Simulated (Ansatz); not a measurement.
Write a Python script for Ansatz 0.2.0 through its Python package that makes a single point in a Gaussian basis of C₃H₁₀OSi, SMILES COCC[SiH3]. Use: BLYP, STO-3G basis, multiplicity 1.

The script reads `c3h10osi.xyz`:
```text
15

C    -1.85640    0.65840    1.76000
O    -1.31780   -0.28530    0.91050
C    -0.20840    0.22910    0.20300
C     0.46130   -0.88220   -0.65330
Si    1.88730   -0.44400   -1.66310
H    -2.24970    1.57020    1.15160
H    -1.16500    1.04030    2.51160
H    -2.72820    0.27370    2.24430
H    -0.47680    1.09850   -0.35850
H     0.57250    0.56990    0.96890
H    -0.41190   -1.24940   -1.30210
H     0.64400   -1.74270    0.00850
H     1.51770    0.71440   -2.57720
H     2.32620   -1.58200   -2.43330
H     2.98320   -0.01950   -0.74150
```

The script, `energy.py`:
```python
# -*- coding: utf-8 -*-
import argparse

import ansatz as az
import numpy as np
import pandas as pd

parser = argparse.ArgumentParser(description="Electronic structure of the C3H10OSi molecule.")
parser.add_argument("--basis", default="STO-3G", help="Gaussian basis set")
parser.add_argument("--functional", required=True, help="exchange-correlation functional")
args = parser.parse_args()

c3h10osi = az.Crystal.molecule_from_extxyz("c3h10osi.xyz")

setup = (
    c3h10osi.calculation()
    .basis(gaussian=args.basis)
    .functional(args.functional)
    .accuracy("medium")
    .forces()
)
print(setup.to_yaml())
out = setup.run()
r = out.report

print(f"E = {r['free_energy_ev']:.6f} eV = {r['free_energy_ev'] / 27.211386246:.7f} Ha")
print("converged:", r["converged"], " doubts:", r["published_state_doubts"] or "none")

field = r["mean_field"]
print("<S^2> =", round(abs(field["state"]["spin_squared"]), 4), " all-electron relativity setting:", field["relativity"])
print("passes:", field["passes"])
if "symmetry" in field:
    print("occupied orbitals by irrep:", field["symmetry"]["occupied"])

symbols = [site.symbol for site in c3h10osi.cartesian_sites]
forces = np.array(r["forces_ev_ang"])
print("largest force", round(float(np.linalg.norm(forces, axis=1).max()), 4), "eV/A, rms", round(float(np.sqrt((forces ** 2).mean())), 4))

charges = r["charge_distribution"]
table = pd.DataFrame({"atom": symbols, "mulliken": charges["mulliken_charges_e"], "lowdin": charges["lowdin_charges_e"]})
print(table.round(3).to_string())
print("dipole (e A):", np.round(charges["dipole_moment_e_ang"], 4) + 0.0)
```

`python energy.py --functional blyp` gives:
```text
crystal:
  periodic: [false, false, false]
  atoms:
    - { symbol: C, position_ang: [-1.8564, 0.6584, 1.76] }
    - { symbol: O, position_ang: [-1.3178, -0.2853, 0.9105] }
    - { symbol: C, position_ang: [-0.2084, 0.2291, 0.203] }
    - { symbol: C, position_ang: [0.4613, -0.8822, -0.6533] }
    - { symbol: Si, position_ang: [1.8873, -0.444, -1.6631] }
    - { symbol: H, position_ang: [-2.2497, 1.5702, 1.1516] }
    - { symbol: H, position_ang: [-1.165, 1.0403, 2.5116] }
    - { symbol: H, position_ang: [-2.7282, 0.2737, 2.2443] }
    - { symbol: H, position_ang: [-0.4768, 1.0985, -0.3585] }
    - { symbol: H, position_ang: [0.5725, 0.5699, 0.9689] }
    - { symbol: H, position_ang: [-0.4119, -1.2494, -1.3021] }
    - { symbol: H, position_ang: [0.644, -1.7427, 0.0085] }
    - { symbol: H, position_ang: [1.5177, 0.7144, -2.5772] }
    - { symbol: H, position_ang: [2.3262, -1.582, -2.4333] }
    - { symbol: H, position_ang: [2.9832, -0.0195, -0.7415] }
accuracy: medium
basis:
  gaussian:
    orbitals: STO-3G
hamiltonian:
  xc: blyp
output:
  forces: true

E = -13035.425967 eV = -479.0430686 Ha
converged: True  doubts: none
<S^2> = 0.0  all-electron relativity setting: none
passes: {'evaluations': 13, 'products': 9}
occupied orbitals by irrep: [{'A': 25}, {'A': 25}]
largest force 4.9095 eV/A, rms 1.5292
   atom  mulliken  lowdin
0     C    -0.114  -0.048
1     O    -0.204  -0.130
2     C    -0.033   0.012
3     C    -0.318  -0.227
4    Si     0.600   0.535
5     H     0.046   0.016
6     H     0.067   0.030
7     H     0.088   0.050
8     H     0.068   0.029
9     H     0.047   0.014
10    H     0.063   0.038
11    H     0.075   0.046
12    H    -0.128  -0.123
13    H    -0.126  -0.118
14    H    -0.131  -0.125
dipole (e A): [ 0.0843  0.1159 -0.0287]
```

Caveats:
- These settings explore the input space; basis and method may be short of convergence.
- The geometry is a force-field or estimated start, not a minimum of this method, and the basis set is short of its limit.
- The Löwdin charges here are taken after orthogonalising the functions within each atom; they differ from plain Löwdin charges, and their signs can be unphysical.
- Run time: 2.7 s on 1 thread of Arm Neoverse V2, with other jobs on the host, peak memory 0.2 GiB.
